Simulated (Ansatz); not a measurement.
# Ta4NiO11 (Cmmm) in Ansatz: further runs

The runs below take Ta4NiO11 through relaxation of cell and atoms, single point, with PBE+D3(BJ), HSE06.

Everything below comes from runs of Ansatz 0.2.0. Logs are shortened: lines on timing, memory, paths and dates and some standing lists are left out, and cuts for length are marked.

## 1. The crystal as given

It takes space group Cmmm (No. 65, orthorhombic). Conventional cell: a = 3.910 Å, b = 29.659 Å, c = 3.886 Å, α = 90.00°, β = 90.00°, γ = 90.00°. Ta (site symmetry m2m) has 5 O at 1.91 to 2.02 Å as nearest neighbours. Ta (site symmetry m2m) is surrounded by 5 O at 1.91 to 1.99 Å. Ni (site symmetry mmm) is surrounded by 4 O at 1.88 to 1.95 Å. O (site symmetry m2m) is surrounded by 2 Ta at 1.91 Å. O (site symmetry m2m) has 3 Ta at 2.02 to 2.21 Å as nearest neighbours. O (site symmetry m2m) has 1 Ni at 1.88 Å and 2 Ta at 1.99 Å as nearest neighbours. O (site symmetry mmm) is surrounded by 2 Ni at 1.95 Å and 2 Ta at 2.24 Å. O (site symmetry m2m) is surrounded by 2 Ta at 1.95 Å.

The cell was built by a generator and needn't be a form met in nature.

## 2. Relaxation of cell and atoms, PBE+D3(BJ), collinear spin, ferromagnetic start

Input file input:

```
crystal:
  lattice:
    - [1.95495, -14.82973, 0.0]
    - [1.95495, 14.82973, 0.0]
    - [0.0, 0.0, 3.8859]
  atoms:
    - { symbol: Ta, position: [0.20437, 0.79563, 0.0] }
    - { symbol: Ta, position: [0.92451, 0.07549, 0.0] }
    - { symbol: Ta, position: [0.07549, 0.92451, 0.0] }
    - { symbol: Ta, position: [0.79563, 0.20437, 0.0] }
    - { symbol: Ni, position: [0.5, 0.5, 0.0], spin: 1.0 }
    - { symbol: O, position: [0.13987, 0.86013, 0.0] }
    - { symbol: O, position: [0.72107, 0.27893, 0.0] }
    - { symbol: O, position: [0.43645, 0.56355, 0.0] }
    - { symbol: O, position: [0.56355, 0.43645, 0.0] }
    - { symbol: O, position: [0.0, 0.0, 0.0] }
    - { symbol: O, position: [0.86013, 0.13987, 0.0] }
    - { symbol: O, position: [0.27893, 0.72107, 0.0] }
    - { symbol: O, position: [0.9279, 0.0721, 0.5] }
    - { symbol: O, position: [0.0721, 0.9279, 0.5] }
    - { symbol: O, position: [0.79436, 0.20564, 0.5] }
    - { symbol: O, position: [0.20564, 0.79436, 0.5] }
hamiltonian:
  xc: pbe
  pseudopotentials: { kind: paw }
  dispersion: d3bj
magnetization:
  spin_polarized: true
kpoints:
  mp_grid: { grid: [5, 5, 5] }
scf:
  occupations: { method: fermi_dirac, width: 0.05 }
output:
  forces: true
  stress: true
  eigenvalues: true
relax:
  f_tol: 0.01
  max_steps: 40
  cell: { stress_tol: 0.05 }
```

Potentials or basis: Ansatz PAW.

What it wrote:

```text
basis.fft_grid_basis auto: the FFT boxes are laid along the combinations [[1, 1, 0], [0, 1, 0], [0, 0, 1]] of the cell's own vectors, 3.910, 14.958 and 3.886 Å long. The dense box has 27×100×27 points. Along the cell's own vectors, as sized, it would have 100×100×27, 3.70 times as many. Of the 8 symmetry operations that the crystal satisfies within crystal.symmetry.tolerance (time reversal apart; of a slab, those that keep its plane) the dense box along the cell's own vectors carries 8, and the one as laid loses 4 of those. basis.fft_grid_basis: typed keeps the cell's own vectors: state it where this run's energies or levels are differenced outside the engine with another run's, or held beside a run that keeps those vectors.
GPUs: using 1 of 1 available (devices: 1).
Engine: ansatz 0.2.0, x86_64-unknown-linux-gnu
Pseudopotentials: kind: paw
Pseudopotential: Ta, paw, valence charge 13, recommended cutoff 420 eV (normal), Ta.paw.azcp
Pseudopotential: Ni, paw, valence charge 18, recommended cutoff 420 eV (normal), Ni.paw.azcp
Pseudopotential: O, paw, valence charge 6, recommended cutoff 420 eV (normal), O.paw.azcp
Functional definition: PBE
  parameter kappa = 0.804
  parameter beta = 0.06672455060314922
  exchange = pbe_x(kappa = kappa, mu = beta*pi^2/3)
  correlation = pbe_c(beta = beta)
device memory: the entry about to start is reckoned to put 4.4 GiB on a device that reports 39.5 GiB free (of which the cap on the GPU budget leaves the run 18.0 GiB)
GPU FFT provider: cuFFT
[... 241 lines left out ...]
  k-point 1 ↑: bands = ["-95.2754", "-60.9783", "-60.9705", "-60.8709", "-60.8709", "-56.0961", "-56.0358", "-54.9115", "-27.7110", "-27.5767", "-27.5615", "-27.5326", "-27.4976", "-27.4963", "-27.4727", "-27.4726", "-27.4275", "-27.4095", "-27.3142", "-27.3138", "-11.6160", "-11.3402", "-11.3066", "-10.7149", "-10.6331", "-10.2867", "-10.0456", "-9.7417", "-9.6447", "-9.6270", "-9.6220", "1.2693", "1.3255", "1.9939", "2.0054", "2.2746", "2.7874", "2.8023", "2.8324", "3.0974", "3.1447", "3.3691", "3.6138", "3.6523", "3.9316", "3.9780", "4.1719", "4.3144", "4.4617", "4.5963", "4.6036", "4.6747", "4.6882", "4.9010", "5.1061", "5.2229", "5.2540", "5.3255", "5.3434", "5.5285", "5.5950", "5.8173", "6.1065", "6.2366", "6.4551", "6.6738", "7.0447", "7.5101", "7.5899", "10.2323", "10.4527", "10.4745", "10.5648", "10.5994", "10.6076", "10.6153", "10.7798", "11.8192", "11.9103", "12.1148", "12.3225", "12.3704", "13.2186", "13.3823", "13.9649"]
  k-point 2 ↑: bands = ["-95.2754", "-60.9780", "-60.9702", "-60.8706", "-60.8706", "-56.0960", "-56.0358", "-54.9116", "-27.7079", "-27.5738", "-27.5586", "-27.5298", "-27.4949", "-27.4936", "-27.4932", "-27.4739", "-27.4699", "-27.4699", "-27.3793", "-27.3789", "-11.5729", "-11.2803", "-11.2706", "-10.6956", "-10.6162", "-10.2460", "-10.0289", "-8.9390", "-8.8192", "-8.8141", "-8.8017", "1.2913", "1.3469", "1.5020", "1.6477", "1.6532", "1.6634", "2.0449", "2.0534", "2.3169", "2.3356", "2.7971", "2.8628", "2.9588", "2.9772", "3.2419", "3.9082", "4.0090", "4.1716", "4.1935", "4.2645", "4.3970", "4.4169", "4.5232", "4.5716", "4.6057", "4.7647", "4.7738", "4.9416", "4.9939", "5.2652", "5.7554", "6.4194", "6.4282", "6.5895", "6.6601", "7.1743", "7.4693", "7.6876", "10.5213", "10.6155", "11.9780", "12.0669", "12.1391", "12.1453", "12.1623", "12.1656", "12.2312", "12.3616", "13.0390", "13.0399", "13.3627", "13.4713", "13.7710", "14.1033"]
  k-point 26 ↓: bands = ["-94.8769", "-60.9780", "-60.9702", "-60.8712", "-60.8712", "-55.7479", "-55.6568", "-54.4703", "-27.7075", "-27.5791", "-27.5586", "-27.5199", "-27.4999", "-27.4949", "-27.4932", "-27.4739", "-27.4709", "-27.4708", "-27.3802", "-27.3798", "-11.5534", "-11.3127", "-11.2441", "-10.7039", "-10.5694", "-10.1729", "-10.0549", "-8.9390", "-8.8179", "-8.8090", "-8.8019", "1.0486", "1.5017", "1.6098", "1.6433", "1.6641", "1.9098", "2.0453", "2.1414", "2.3073", "2.3622", "2.4550", "2.6403", "2.8672", "3.3066", "3.5109", "3.7232", "4.0409", "4.1478", "4.1678", "4.3352", "4.3915", "4.4454", "4.4824", "4.5437", "4.6777", "4.7299", "4.8412", "4.9086", "5.1765", "5.2639", "5.7271", "6.4265", "6.6446", "6.8238", "7.1110", "7.2427", "7.6268", "8.1546", "10.4863", "10.6529", "11.9862", "12.0456", "12.1381", "12.1500", "12.1919", "12.2011", "12.2379", "12.3142", "12.9487", "13.0681", "13.3095", "13.5062", "13.9452", "14.3290"]
--- Relaxed structure (6 steps of the walk, 6 accepted, 2 SCFs on fresh bases) ---
  F+E_penalty+E_count = -51826.65526478 eV   max|allowed force component| = 5.227e-4 eV/Å   (the final SCF, on the basis selected at the relaxed cell)
  cell:  # Å, volume = 222.8428 Å³
    - [1.9494075666611592, -14.761612101450115, 0.0]
    - [1.9494075666611592, 14.761612101450115, 0.0]
    - [0.0, 0.0, 3.871970907132962]
  atoms:
    - { symbol: Ta, position: [0.20436466321290292, 0.795635336787097, 0.0] }
    - { symbol: Ta, position: [0.924755918005399, 0.07524408199460092, 0.0] }
    - { symbol: Ta, position: [0.07524408199460092, 0.924755918005399, 0.0] }
    - { symbol: Ta, position: [0.795635336787097, 0.20436466321290292, 0.0] }
    - { symbol: Ni, position: [0.5, 0.5, 0.0] }
    - { symbol: O, position: [0.13976491927437212, 0.8602350807256278, 0.0] }
    - { symbol: O, position: [0.7209291970754687, 0.27907080292453157, 0.0] }
    - { symbol: O, position: [0.43659011536516124, 0.563409884634839, 0.0] }
    - { symbol: O, position: [0.563409884634839, 0.43659011536516124, 0.0] }
    - { symbol: O, position: [3.7126192837988724e-21, -3.7126192837987205e-21, 0.0] }
    - { symbol: O, position: [0.8602350807256278, 0.13976491927437212, 0.0] }
    - { symbol: O, position: [0.27907080292453157, 0.7209291970754687, 0.0] }
    - { symbol: O, position: [0.9284998742466439, 0.0715001257533559, 0.5] }
    - { symbol: O, position: [0.0715001257533559, 0.9284998742466439, 0.5] }
    - { symbol: O, position: [0.7939985941106789, 0.20600140588932114, 0.5] }
    - { symbol: O, position: [0.20600140588932114, 0.7939985941106789, 0.5] }
```

Run time: 2 min. Hardware: 1 × NVIDIA H100 80GB HBM3 with 2 threads of AMD EPYC 7R13 (Zen 3), shared host; peak memory 1.3 GiB.

Results:

```yaml
Free_energy: -51826.6553 eV
Relaxed_volume: 13.93 Å³/atom
Relaxed_cell: a = 14.890 Å, b = 14.890 Å, c = 3.872 Å, α = 90.00°, β = 90.00°, γ = 164.95°
Space_group_after_relaxing_to_0.05_Å: Cmmm (No. 65)
Energy_gained_by_relaxing: 1.2 meV/atom
Ionic_steps: 8
Pressure_after_relaxing: 0.0 GPa
Band_gap_on_the_k_mesh: none (metal or under the smearing width)
Net_moment: 0.40 μB per cell
Absolute_moment: 0.45 μB per cell
Site_moments: Ta +0.00, -0.00; Ni +0.31; O -0.00, +0.06, +0.00 μB
```

Step by step:
| step | energy change (eV) | largest force (eV/Å) | volume (Å³) |
| --- | --- | --- | --- |
| 1 | 0.0000 | 0.1046 | 225.32 |
| 2 | -0.0264 | 0.0963 | 222.75 |
| 3 | -0.0268 | 0.0431 | 222.92 |
| 4 | -0.0270 | 0.0088 | 222.93 |
| 5 | -0.0188 | 0.0090 | 222.93 |
| 6 | -0.0191 | 0.0139 | 222.85 |
| 7 | -0.0191 | 0.0005 | 222.84 |
| 8 | -0.0188 | 0.0005 | 222.84 |

Final structure:
```xyz
16
Lattice="1.9494 -14.7616 0.0000 1.9494 14.7616 0.0000 0.0000 0.0000 3.8720" Properties=species:S:1:pos:R:3 pbc="T T T"
Ta    1.9494    8.7281    0.0000
Ta    1.9494  -12.5402    0.0000
Ta    1.9494   12.5402    0.0000
Ta    1.9494   -8.7281    0.0000
Ni    1.9494    0.0000    0.0000
O     1.9494   10.6353    0.0000
O     1.9494   -6.5225    0.0000
O     1.9494    1.8721    0.0000
O     1.9494   -1.8721    0.0000
O     0.0000    0.0000    0.0000
O     1.9494  -10.6353    0.0000
O     1.9494    6.5225    0.0000
O     1.9494  -12.6507    1.9360
O     1.9494   12.6507    1.9360
O     1.9494   -8.6798    1.9360
O     1.9494    8.6798    1.9360
```

Levels at points of the mesh, in eV from the Fermi level:
Spin up:
| k point | band 66 | band 67 | band 68 | band 69 | band 70 | band 71 |
| --- | --- | --- | --- | --- | --- | --- |
| (0.00, 0.00, 0.00) | -1.34 | -1.11 | -0.53 | -0.51 | 0.99 | 1.25 |
Spin down:
| k point | band 64 | band 65 | band 66 | band 67 | band 68 | band 69 | band 70 | band 71 | band 72 | band 73 |
| --- | --- | --- | --- | --- | --- | --- | --- | --- | --- | --- |
| (0.00, 0.00, 0.00) | -1.85 | -1.20 | -1.02 | -0.97 | -0.38 | -0.12 | 0.99 | 1.25 | 1.29 | 1.45 |

Caveat: the plane-wave basis is chosen anew once the cell has moved, so the energies of steps on either side of that aren't comparable; the pressure holds a Pulay correction of +0.6 GPa for the finite cutoff; a cell with one magnetic atom can't hold antiferromagnetic order, which such compounds often take; semilocal functionals often make such compounds metallic where correlation or magnetic order opens a gap, which also shifts bond lengths; pairwise dispersion overbinds metals, which lowers pressure and volume. With open d or f shells a metallic result of PBE can be an artefact of self-interaction; +U or a hybrid may open a gap.

## 3. Single point, HSE06, collinear spin, ferromagnetic start

Changes to input since step 2:

```diff
@@ -23,5 +23,4 @@
 hamiltonian:
-  xc: pbe
+  xc: hse06
   pseudopotentials: { kind: paw }
-  dispersion: d3bj
 magnetization:
@@ -29,3 +28,3 @@
 kpoints:
-  mp_grid: { grid: [5, 5, 5] }
+  mp_grid: { grid: [3, 3, 3] }
 scf:
@@ -36,5 +35 @@
   eigenvalues: true
-relax:
-  f_tol: 0.01
-  max_steps: 40
-  cell: { stress_tol: 0.05 }
```

Potentials or basis: Ansatz PAW.

Wall time 1.9 min (1 × NVIDIA H100 80GB HBM3 with 2 threads of AMD EPYC 7R13 (Zen 3), shared host); peak memory 3.4 GiB.

It converged, with:

- Free energy: -51822.3071 eV
- Pressure: -5.8 GPa
- Largest force: 0.487 eV/Å
- Band gap on the k mesh: none (metal or under the smearing width)
- Net moment: 0.67 μB per cell
- Absolute moment: 0.89 μB per cell
- Site moments: Ta -0.00; Ni +0.64; O -0.00, +0.00, -0.01, +0.02 μB

Forces in eV/Å, atoms in the order of the input:
```
Ta   0.000  0.174  0.000
Ta   0.000  0.487  0.000
Ta   0.000 -0.487  0.000
Ta   0.000 -0.174  0.000
Ni   0.000  0.000  0.000
O    0.000 -0.014  0.000
O    0.000 -0.038  0.000
O    0.000 -0.071  0.000
O    0.000  0.071  0.000
O    0.000  0.000  0.000
O    0.000  0.014  0.000
O    0.000  0.038  0.000
O    0.000 -0.228  0.000
O    0.000  0.228  0.000
O    0.000  0.099  0.000
O    0.000 -0.099  0.000
```

Stress tensor (GPa, compression positive):
```
-5.56  0.00  0.00
 0.00 -5.32  0.00
 0.00  0.00 -6.37
```

Levels at points of the mesh, in eV from the Fermi level:
Spin up:
| k point | band 66 | band 67 | band 68 | band 69 | band 70 | band 71 |
| --- | --- | --- | --- | --- | --- | --- |
| (0.00, 0.00, 0.00) | -2.36 | -2.35 | -1.96 | -0.64 | 1.79 | 2.05 |
Spin down:
```
           k point  band 65  band 66  band 67  band 68  band 69  band 70  band 71  band 72
(0.00, 0.00, 0.00)    -2.35    -2.29    -1.71    -1.19     1.79     2.05     2.09     2.29
```

Caveat: the k mesh is coarse (spacing up to 0.54 Å⁻¹), so the values aren't converged, least of all with exact exchange; the magnetic or orbital state may not be the lowest; the pressure holds a Pulay correction of +0.5 GPa for the finite cutoff; a cell with one magnetic atom can't hold antiferromagnetic order, which such compounds often take; the PAW data sets come from PBE, with cores solved anew for the run's functional, which leaves a small shift of forces and pressure; the thresholds are loose for stress.
